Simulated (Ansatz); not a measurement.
**C3H4F4: single points with varied inputs**

Aim: run C3H4F4 under a spread of inputs, and see what each costs and gives.

Program: Ansatz 0.2.0, Gaussian basis. Level of theory: the settings change from run to run. These are calculated values, not measurements.

## Step 1: The relaxed structure

An earlier PBE0-D4 in a triple-zeta def2 set relaxation fixed the geometry.

11 atoms, charge 0, spin multiplicity 1.

Atoms are counted from 1 here; the program's logs count them from 0.

Bond lengths: F1–C2 1.380 Å, C2–C3 1.513 Å, C2–H8 1.093 Å, C2–H9 1.093 Å, C3–C4 1.504 Å, C3–H10 1.092 Å, C3–H11 1.092 Å, C4–F5 1.337 Å, C4–F6 1.342 Å, C4–F7 1.342 Å. Angles: F1–C2–C3 108.5°, F1–C2–H8 108.1°, F1–C2–H9 108.1°, C3–C2–H8 111.4°, C3–C2–H9 111.4°, H8–C2–H9 109.2°, C2–C3–C4 112.6°, C2–C3–H10 110.2°, C2–C3–H11 110.1°, C4–C3–H10 107.8°, C4–C3–H11 107.8°, H10–C3–H11 108.3°, C3–C4–F5 111.3°, C3–C4–F6 111.9°, C3–C4–F7 111.9°, F5–C4–F6 107.3°, F5–C4–F7 107.3°, F6–C4–F7 107.0°.

## Step 2: LC-wPBE/aug-pcseg-2

Options: atoms shaken by 0.03 Å, finite nuclei, the search for lower states set to full.

in.yaml

```yaml
crystal:
  periodic: [false, false, false]
  atoms:
    - {symbol: F, position_ang: [0.620211, -2.089916, 0.967804]}
    - {symbol: C, position_ang: [0.334711, -0.756714, 0.969271]}
    - {symbol: C, position_ang: [0.008977, -0.333395, -0.492745]}
    - {symbol: C, position_ang: [-0.266402, 1.061521, -0.562331]}
    - {symbol: F, position_ang: [-0.560722, 1.382661, -1.820657]}
    - {symbol: F, position_ang: [-1.351819, 1.370755, 0.119862]}
    - {symbol: F, position_ang: [0.697324, 1.893207, -0.189170]}
    - {symbol: H, position_ang: [-0.534010, -0.666565, 1.592754]}
    - {symbol: H, position_ang: [1.182123, -0.218835, 1.381028]}
    - {symbol: H, position_ang: [-0.770835, -0.904777, -0.906241]}
    - {symbol: H, position_ang: [0.929061, -0.545308, -1.078828]}
basis:
  gaussian: {orbitals: aug-pcseg-2, nuclear_model: gaussian}
hamiltonian: {xc: {name: LC-wPBE}}
scf: {lower_state_search: full}
```

Run with:

```sh
> ansatz run in.yaml --threads 4 --pin off --events-out ev --progress --plain --max-ram 11315MiB
```

The program printed:

```text
Functional definition: LC-wPBE
  name "LC-wPBE"
  cite "Vydrov & Scuseria, J. Chem. Phys. 125, 234109 (2006) doi:10.1063/1.2409292"
  cite "Heyd & Scuseria, J. Chem. Phys. 120, 7274 (2004) doi:10.1063/1.1668634"
  cite "Ernzerhof & Perdew, J. Chem. Phys. 109, 3313 (1998) doi:10.1063/1.476928"
  cite "Perdew, Burke & Ernzerhof, Phys. Rev. Lett. 77, 3865 (1996) doi:10.1103/PhysRevLett.77.3865"
  parent pbe
  parameter omega = 0.4/bohr
  exchange = pbe_x_sr(omega) + exact_x_lr(omega)
  correlation = pbe_c
1640 factors; their error is unknown
880 factors; integrals over basis functions are off by at most 4.1e-5 eV
mean field evaluation 1: about -14037.8072 eV, gradient 5.3e1 eV
mean field evaluation 2: about -14039.5360 eV, gradient 4.7e1 eV
mean field evaluation 4: about -14042.2874 eV, gradient 2.0e0 eV
mean field evaluation 8: about -14042.2959 eV, gradient 1.8e-1 eV
mean field evaluation 16: about -14042.2162 eV, gradient 2.0e-4 eV
mean field -14042.21615838 eV, -516.0419256643 hartree, gradient 5.2e-5 eV, S^2 0.000000; 0 other end points of the search recorded, 0 dependent functions left out
reference -14042.21615839 eV, -516.0419256647 hartree; 29, 29 occupied and 385, 385 virtual orbitals, 1640 factors
Total energy: -14042.21615839 eV, -516.0419256647 hartree
```

Run time: 14 s. Hardware: 4 threads of Intel Xeon Platinum 8375C at 2.90GHz, shared host; peak memory 1.6 GiB.

## Step 3: SVWN5/6-31++G**

Set apart from the defaults: charge +1, multiplicity 2.

in.yaml

```yaml
crystal:
  periodic: [false, false, false]
  atoms:
    - {symbol: F, position_ang: [0.627336, -2.145040, 0.975437]}
    - {symbol: C, position_ang: [0.318281, -0.800607, 0.961388]}
    - {symbol: C, position_ang: [0.027221, -0.389206, -0.465339]}
    - {symbol: C, position_ang: [-0.317994, 1.069277, -0.587289]}
    - {symbol: F, position_ang: [-0.572579, 1.404064, -1.856452]}
    - {symbol: F, position_ang: [-1.403415, 1.387886, 0.134137]}
    - {symbol: F, position_ang: [0.681028, 1.856519, -0.160383]}
    - {symbol: H, position_ang: [-0.550069, -0.644823, 1.606172]}
    - {symbol: H, position_ang: [1.170944, -0.251613, 1.368404]}
    - {symbol: H, position_ang: [-0.813004, -0.964411, -0.858904]}
    - {symbol: H, position_ang: [0.897553, -0.579146, -1.096371]}
basis:
  gaussian: {orbitals: "6-31++G**"}
total_charge: 1
magnetization: {spin_polarized: true, initial_magnetization: 1}
hamiltonian: {xc: {name: SVWN5}}
```

Same command.

The program printed:

```text
Functional definition: SVWN5
  name "SVWN5"
  cite "Dirac, Proc. Camb. Phil. Soc. 26, 376 (1930) doi:10.1017/S0305004100016108"
  cite "Slater, Phys. Rev. 81, 385 (1951) doi:10.1103/PhysRev.81.385"
  cite "Vosko, Wilk & Nusair, Can. J. Phys. 58, 1200 (1980) doi:10.1139/p80-159"
  exchange = slater_x
  correlation = vwn5_c
1438 factors; their error is unknown
mean field evaluation 1: about -13919.1708 eV, gradient 6.2e1 eV
mean field evaluation 2: about -13891.9149 eV, gradient 1.0e2 eV
mean field evaluation 4: about -13928.7662 eV, gradient 3.2e1 eV
mean field evaluation 8: about -13934.8851 eV, gradient 6.6e0 eV
mean field evaluation 16: about -13934.8162 eV, gradient 7.6e0 eV
mean field evaluation 32: about -13935.1423 eV, gradient 2.2e-5 eV
mean field evaluation 64: about -13935.0078 eV, gradient 4.4e0 eV
mean field -13935.14229884 eV, -512.1070339036 hartree, gradient 1.7e-6 eV, S^2 0.750600; 10 other end points of the search recorded, 0 dependent functions left out
reference -13935.14235467 eV, -512.1070359554 hartree; 29, 28 occupied and 128, 129 virtual orbitals, 1438 factors
Total energy: -13935.14235467 eV, -512.1070359554 hartree
```

It took 7 s on 4 threads of Intel Xeon Platinum 8375C at 2.90GHz, shared host; peak memory 0.47 GiB.

⟨S²⟩ 0.751.

## Step 4: PBE/cc-pVTZ-DK

Set apart from the defaults: unrestricted orbitals, the search for lower states set to light.

Changes to in.yaml since step 3:

```diff
@@ -15,5 +15,6 @@
 basis:
-  gaussian: {orbitals: "6-31++G**"}
-total_charge: 1
-magnetization: {spin_polarized: true, initial_magnetization: 1}
-hamiltonian: {xc: {name: SVWN5}}
+  gaussian: {orbitals: cc-pVTZ-DK}
+magnetization: {spin_polarized: true, initial_magnetization: 0}
+hamiltonian: {xc: {name: PBE}}
+scf: {lower_state_search: light}
+output: {forces: true}
```

The command is unchanged.

The program printed (excerpt; [...] marks lines left out):

```text
Functional definition: PBE
  name "PBE"
  cite "Perdew, Burke & Ernzerhof, Phys. Rev. Lett. 77, 3865 (1996) doi:10.1103/PhysRevLett.77.3865"
  parent pbe
[...]
1319 factors; their error is unknown
[...]
mean field -14045.89299458 eV, -516.1770469025 hartree, gradient 4.7e-5 eV, S^2 0.000000; 0 other end points of the search recorded, 0 dependent functions left out
[...]
reference -14045.89302350 eV, -516.1770479655 hartree; 29, 29 occupied and 237, 237 virtual orbitals, 1319 factors
Total energy: -14045.89302350 eV, -516.1770479655 hartree
Relativity: scalar
Atom 0 at     0.627336    -2.145040     0.975437 Å, force     0.159104    -0.674689     0.038252 eV/Å
Atom 1 at     0.318281    -0.800607     0.961388 Å, force    -0.054856     0.237454    -0.005209 eV/Å
Atom 2 at     0.027221    -0.389206    -0.465339 Å, force     0.004720    -0.021999     0.000001 eV/Å
Atom 3 at    -0.317994     1.069277    -0.587289 Å, force     0.121843    -0.531734     0.017277 eV/Å
Atom 4 at    -0.572579     1.404064    -1.856452 Å, force    -0.179440     0.211980    -0.934271 eV/Å
Atom 5 at    -1.403415     1.387886     0.134137 Å, force    -0.783509     0.188425     0.527571 eV/Å
Atom 6 at     0.681028     1.856519    -0.160383 Å, force     0.740050     0.531158     0.312833 eV/Å
Atom 7 at    -0.550069    -0.644823     1.606172 Å, force    -0.201785     0.079645     0.148241 eV/Å
Atom 8 at     1.170944    -0.251613     1.368404 Å, force     0.179715     0.166083     0.095273 eV/Å
Atom 9 at    -0.813004    -0.964411    -0.858904 Å, force    -0.157509    -0.130281    -0.077145 eV/Å
Atom 10 at     0.897553    -0.579146    -1.096371 Å, force     0.171667    -0.056041    -0.122823 eV/Å
Dipole moment:     0.018192    -0.077513     0.012576 e Å
```

Wall time 4.4 s (4 threads of Intel Xeon Platinum 8375C at 2.90GHz, shared host); peak memory 0.44 GiB.

Largest force 0.975 eV/Å, dipole 0.39 D, ⟨S²⟩ 0.000.

## Step 5: SVWN5/def2-mTZVPP

Set apart from the defaults: multiplicity 3, restricted open-shell orbitals.

Changes to in.yaml since step 4:

```diff
@@ -15,6 +15,4 @@
 basis:
-  gaussian: {orbitals: cc-pVTZ-DK}
-magnetization: {spin_polarized: true, initial_magnetization: 0}
-hamiltonian: {xc: {name: PBE}}
-scf: {lower_state_search: light}
-output: {forces: true}
+  gaussian: {orbitals: def2-mTZVPP}
+magnetization: {spin_polarized: false, initial_magnetization: 2}
+hamiltonian: {xc: {name: SVWN5}}
```

Launched as before.

The program printed (excerpt; [...] marks lines left out):

```text
Functional definition: SVWN5
  name "SVWN5"
  cite "Dirac, Proc. Camb. Phil. Soc. 26, 376 (1930) doi:10.1017/S0305004100016108"
  cite "Slater, Phys. Rev. 81, 385 (1951) doi:10.1103/PhysRev.81.385"
  cite "Vosko, Wilk & Nusair, Can. J. Phys. 58, 1200 (1980) doi:10.1139/p80-159"
[...]
1392 factors; their error is unknown
[...]
mean field -13943.58916089 eV, -512.4174503586 hartree, gradient 3.8e-6 eV, S^2 2.000000; 12 other end points of the search recorded, 0 dependent functions left out
reference -13943.58918862 eV, -512.4174513777 hartree; 30, 28 occupied and 143, 145 virtual orbitals, 1392 factors
Total energy: -13943.58918862 eV, -512.4174513777 hartree
```

Run time: 11 s. Hardware: 4 threads of Intel Xeon Platinum 8375C at 2.90GHz, shared host; peak memory 0.53 GiB.

## Step 6: CCSD/def2-SVPD

This run has high accuracy.

Changes to in.yaml since step 5:

```diff
@@ -15,4 +15,5 @@
 basis:
-  gaussian: {orbitals: def2-mTZVPP}
-magnetization: {spin_polarized: false, initial_magnetization: 2}
-hamiltonian: {xc: {name: SVWN5}}
+  gaussian: {orbitals: def2-SVPD}
+hamiltonian: {xc: {name: HF}}
+correlation: {method: ccsd}
+accuracy: high
```

The command is unchanged.

The program printed (excerpt; [...] marks lines left out):

```text
Functional definition: HF
  name "HF"
  cite "Fock, Z. Phys. 61, 126 (1930) doi:10.1007/BF01340294"
  parent pbe
[...]
3762 factors; integrals over basis functions are off by at most 3.5e-9 eV
[...]
mean field -13968.31436793 eV, -513.3260849580 hartree, gradient 1.6e-8 eV, S^2 0.000000; 0 other end points of the search recorded, 0 dependent functions left out
7 core orbitals not correlated: weight in the atoms' cores, before any rotation towards them, 1.000 or more for the frozen orbitals, at most 0.000 for the correlated occupied ones
reference -13968.31436793 eV, -513.3260849580 hartree; 22, 22 occupied and 155, 155 virtual orbitals, 3762 factors
second order -32.52501564 eV of doubles, -0.00000000 eV of singles
cycle   1  -32.61451288 eV  change   -8.9e-2 eV  update   1.3e-1
[...]
cycle  19  -33.51921905 eV  change   -4.2e-9 eV  update   4.7e-9
Total energy: -14001.83358698 eV, -514.5578935380 hartree
```

It took 70 s on 4 threads of Intel Xeon Platinum 8375C at 2.90GHz, shared host; peak memory 5.5 GiB.

T1 0.013.

## Step 7: CAM-B3LYP/cc-pVDZ

Changes to in.yaml since step 6:

```diff
@@ -15,5 +15,4 @@
 basis:
-  gaussian: {orbitals: def2-SVPD}
-hamiltonian: {xc: {name: HF}}
-correlation: {method: ccsd}
-accuracy: high
+  gaussian: {orbitals: cc-pVDZ}
+hamiltonian: {xc: {name: CAM-B3LYP}}
+output: {forces: true}
```

Same command.

The program printed (excerpt; [...] marks lines left out):

```text
Functional definition: CAM-B3LYP
  name "CAM-B3LYP"
  cite "Yanai, Tew & Handy, Chem. Phys. Lett. 393, 51 (2004) doi:10.1016/j.cplett.2004.06.011"
  cite "Iikura, Tsuneda, Yanai & Hirao, J. Chem. Phys. 115, 3540 (2001) doi:10.1063/1.1383587"
  cite "Becke, Phys. Rev. A 38, 3098 (1988) doi:10.1103/PhysRevA.38.3098"
  cite "Lee, Yang & Parr, Phys. Rev. B 37, 785 (1988) doi:10.1103/PhysRevB.37.785"
  cite "Vosko, Wilk & Nusair, Can. J. Phys. 58, 1200 (1980) doi:10.1139/p80-159"
[...]
  # Exact exchange under (alpha + beta erf(omega r))/r, Becke's under what is left of 1/r.
[...]
1077 factors; integrals over basis functions are off by at most 9.5e-4 eV
342 factors; integrals over basis functions are off by at most 5.3e-6 eV
[...]
mean field -14040.35669438 eV, -515.9735916227 hartree, gradient 2.8e-5 eV, S^2 0.000000; 0 other end points of the search recorded, 0 dependent functions left out
[...]
Atom 1 at     0.318281    -0.800607     0.961388 Å, force     0.021513    -0.170531    -0.126193 eV/Å
Atom 2 at     0.027221    -0.389206    -0.465339 Å, force    -0.031051     0.243595     0.170480 eV/Å
Atom 3 at    -0.317994     1.069277    -0.587289 Å, force     0.039752    -0.210339    -0.051394 eV/Å
Atom 4 at    -0.572579     1.404064    -1.856452 Å, force    -0.043560     0.055671    -0.221298 eV/Å
Atom 5 at    -1.403415     1.387886     0.134137 Å, force    -0.183626     0.027606     0.162522 eV/Å
Atom 6 at     0.681028     1.856519    -0.160383 Å, force     0.190298     0.112130     0.110044 eV/Å
Atom 7 at    -0.550069    -0.644823     1.606172 Å, force    -0.234249     0.116375     0.142316 eV/Å
Atom 8 at     1.170944    -0.251613     1.368404 Å, force     0.190797     0.212807     0.082927 eV/Å
Atom 9 at    -0.813004    -0.964411    -0.858904 Å, force    -0.189322    -0.150591    -0.089456 eV/Å
Atom 10 at     0.897553    -0.579146    -1.096371 Å, force     0.204814    -0.061858    -0.143810 eV/Å
Dipole moment:     0.018328    -0.077106     0.014751 e Å
```

Run time: 1.9 s. Hardware: 4 threads of Intel Xeon Platinum 8375C at 2.90GHz, shared host; peak memory 0.3 GiB.

Largest force 0.299 eV/Å, dipole 0.39 D.

## Step 8: MP2/6-31++G**

Options: the search for lower states set to off.

Changes to in.yaml since step 7:

```diff
@@ -15,4 +15,6 @@
 basis:
-  gaussian: {orbitals: cc-pVDZ}
-hamiltonian: {xc: {name: CAM-B3LYP}}
+  gaussian: {orbitals: "6-31++G**"}
+hamiltonian: {xc: {name: HF}}
+correlation: {method: mp2}
+scf: {lower_state_search: off}
 output: {forces: true}
```

Same command.

The program printed (excerpt; [...] marks lines left out):

```text
Functional definition: HF
  name "HF"
  cite "Fock, Z. Phys. 61, 126 (1930) doi:10.1007/BF01340294"
  parent pbe
[...]
1340 factors; integrals over basis functions are off by at most 1.3e-3 eV
[...]
mean field -13979.21627157 eV, -513.7267225272 hartree, gradient 4.4e-6 eV, S^2 0.000000; 0 other end points of the search recorded, 0 dependent functions left out
7 core orbitals not correlated: weight in the atoms' cores, before any rotation towards them, 1.000 or more for the frozen orbitals, at most 0.000 for the correlated occupied ones
reference -13979.21627157 eV, -513.7267225272 hartree; 22, 22 occupied and 128, 128 virtual orbitals, 1340 factors
second order -30.22711723 eV of doubles, -0.00000000 eV of singles
[...]
Total energy: -14009.44338880 eV, -514.8375485967 hartree
Atom 0 at     0.627336    -2.145040     0.975437 Å, force     0.200329    -0.884935    -0.011188 eV/Å
[...]
Atom 2 at     0.027221    -0.389206    -0.465339 Å, force     0.004346    -0.173369    -0.251616 eV/Å
Atom 3 at    -0.317994     1.069277    -0.587289 Å, force     0.190991    -0.827470     0.034761 eV/Å
Atom 4 at    -0.572579     1.404064    -1.856452 Å, force    -0.181976     0.222050    -0.936465 eV/Å
Atom 5 at    -1.403415     1.387886     0.134137 Å, force    -0.760087     0.183483     0.539556 eV/Å
Atom 6 at     0.681028     1.856519    -0.160383 Å, force     0.724807     0.517842     0.330253 eV/Å
Atom 7 at    -0.550069    -0.644823     1.606172 Å, force     0.081607    -0.048385    -0.060922 eV/Å
Atom 8 at     1.170944    -0.251613     1.368404 Å, force    -0.065413    -0.082702    -0.040746 eV/Å
Atom 9 at    -0.813004    -0.964411    -0.858904 Å, force     0.048173     0.050755     0.036189 eV/Å
Atom 10 at     0.897553    -0.579146    -1.096371 Å, force    -0.054115     0.027797     0.050068 eV/Å
Dipole moment:     0.018313    -0.073944     0.021020 e Å
Checks for a lower state left out: starts, cluster_reference, orbital_swaps, neighbouring_geometries, increment
```

It took 4.7 s on 4 threads of Intel Xeon Platinum 8375C at 2.90GHz, shared host; peak memory 0.53 GiB.

Largest force 1.078 eV/Å, dipole 0.38 D.

## Step 9: SVWN5/aug-cc-pVTZ

Set apart from the defaults: a point charge of 2.00 e beside it.

Changes to in.yaml since step 8:

```diff
@@ -15,6 +15,3 @@
 basis:
-  gaussian: {orbitals: "6-31++G**"}
-hamiltonian: {xc: {name: HF}}
-correlation: {method: mp2}
-scf: {lower_state_search: off}
-output: {forces: true}
+  gaussian: {orbitals: aug-cc-pVTZ, point_charges: [{charge: 2.00, position_ang: [5.292, -0.500, 0.654]}]}
+hamiltonian: {xc: {name: SVWN5}}
```

Launched as before.

The program printed:

```text
Functional definition: SVWN5
  name "SVWN5"
  cite "Dirac, Proc. Camb. Phil. Soc. 26, 376 (1930) doi:10.1017/S0305004100016108"
  cite "Slater, Phys. Rev. 81, 385 (1951) doi:10.1103/PhysRev.81.385"
  cite "Vosko, Wilk & Nusair, Can. J. Phys. 58, 1200 (1980) doi:10.1139/p80-159"
  exchange = slater_x
  correlation = vwn5_c
1671 factors; their error is unknown
mean field evaluation 1: about -13942.3609 eV, gradient 7.1e1 eV
mean field evaluation 2: about -13891.9054 eV, gradient 1.3e2 eV
mean field evaluation 4: about -13952.1894 eV, gradient 1.4e1 eV
mean field evaluation 8: about -13952.5018 eV, gradient 2.5e-1 eV
mean field evaluation 16: about -13952.4449 eV, gradient 9.8e-4 eV
mean field -13952.44492596 eV, -512.7428937221 hartree, gradient 7.3e-5 eV, S^2 0.000000; 0 other end points of the search recorded, 0 dependent functions left out
reference -13952.44498671 eV, -512.7428959546 hartree; 29, 29 occupied and 385, 385 virtual orbitals, 1671 factors
Total energy: -13952.44498671 eV, -512.7428959546 hartree
```

Wall time 4.5 s (4 threads of Intel Xeon Platinum 8375C at 2.90GHz, shared host); peak memory 0.81 GiB.

## Step 10: PBE/ANO-RCC-VTZP

This run has D4 dispersion, the search for lower states set to light.

Changes to in.yaml since step 9:

```diff
@@ -15,3 +15,5 @@
 basis:
-  gaussian: {orbitals: aug-cc-pVTZ, point_charges: [{charge: 2.00, position_ang: [5.292, -0.500, 0.654]}]}
-hamiltonian: {xc: {name: SVWN5}}
+  gaussian: {orbitals: ANO-RCC-VTZP}
+hamiltonian: {xc: {name: PBE}, dispersion: d4}
+scf: {lower_state_search: light}
+output: {forces: true}
```

The command is unchanged.

The program printed (excerpt; [...] marks lines left out):

```text
Functional definition: PBE
  name "PBE"
  cite "Perdew, Burke & Ernzerhof, Phys. Rev. Lett. 77, 3865 (1996) doi:10.1103/PhysRevLett.77.3865"
  parent pbe
[...]
1729 factors; their error is unknown
[...]
mean field -14047.26278307 eV, -516.2273857012 hartree, gradient 3.8e-5 eV, S^2 0.000000; 0 other end points of the search recorded, 0 dependent functions left out
[...]
reference -14047.26285677 eV, -516.2273884095 hartree; 29, 29 occupied and 237, 237 virtual orbitals, 1729 factors
Total energy: -14047.45065881 eV, -516.2342900074 hartree
Relativity: scalar
Atom 0 at     0.627336    -2.145040     0.975437 Å, force     0.172469    -0.728259     0.046296 eV/Å
Atom 1 at     0.318281    -0.800607     0.961388 Å, force    -0.087547     0.387397     0.005919 eV/Å
Atom 2 at     0.027221    -0.389206    -0.465339 Å, force     0.011108    -0.070918    -0.033367 eV/Å
Atom 3 at    -0.317994     1.069277    -0.587289 Å, force     0.129802    -0.555232     0.035387 eV/Å
Atom 4 at    -0.572579     1.404064    -1.856452 Å, force    -0.180385     0.222230    -0.924584 eV/Å
Atom 5 at    -1.403415     1.387886     0.134137 Å, force    -0.777560     0.203464     0.517084 eV/Å
Atom 6 at     0.681028     1.856519    -0.160383 Å, force     0.725770     0.541652     0.305172 eV/Å
Atom 7 at    -0.550069    -0.644823     1.606172 Å, force    -0.182978     0.045553     0.148665 eV/Å
Atom 8 at     1.170944    -0.251613     1.368404 Å, force     0.178007     0.127372     0.098611 eV/Å
Atom 9 at    -0.813004    -0.964411    -0.858904 Å, force    -0.156010    -0.123111    -0.077084 eV/Å
Atom 10 at     0.897553    -0.579146    -1.096371 Å, force     0.167324    -0.050148    -0.122099 eV/Å
Dipole moment:     0.020511    -0.086024     0.016020 e Å
```

It took 6.5 s on 4 threads of Intel Xeon Platinum 8375C at 2.90GHz, shared host; peak memory 0.57 GiB.

Largest force 0.968 eV/Å, dipole 0.43 D.

## Step 11: The runs in one table

```csv
level,charge,multiplicity,geometry,functions,energy (eV),time
LC-wPBE/aug-pcseg-2,0,1,shaken,414,-14042.216,14 s
SVWN5/6-31++G**,1,2,relaxed,157,-13935.142,7 s
PBE/cc-pVTZ-DK,0,1,relaxed,266,-14045.893,4.4 s
SVWN5/def2-mTZVPP,0,3,relaxed,173,-13943.589,11 s
CCSD/def2-SVPD,0,1,relaxed,184,-14001.834,70 s
CAM-B3LYP/cc-pVDZ,0,1,relaxed,118,-14040.357,1.9 s
MP2/6-31++G**,0,1,relaxed,157,-14009.443,4.7 s
SVWN5/aug-cc-pVTZ,0,1,"relaxed, point charge",414,-13952.445,4.5 s
PBE/ANO-RCC-VTZP,0,1,relaxed,266,-14047.451,6.5 s
```

## Step 12: Outcome

| quantity | value |
| --- | --- |
| runs | 9 |
| quickest | CAM-B3LYP/cc-pVDZ, 1.9 s |
| slowest | CCSD/def2-SVPD, 70 s |
| spread of total energies, same state and geometry | 45.6 eV |
| dipole, same state and geometry | 0.38 to 0.43 D |

In words: Run time spans a factor of 38, from CAM-B3LYP/cc-pVDZ to CCSD/def2-SVPD. The jobs differ in tasks and options as well as level. Total energies at one charge and spin differ by 46 eV between levels, so only differences within one level mean anything. At the PBE0-D4/def2-TZVP geometry and in the same state, the sound runs without point charges leave forces up to 1.08 eV/Å (MP2/6-31++G**). At that geometry and state the dipole changes by 14 % between the lowest and highest value.
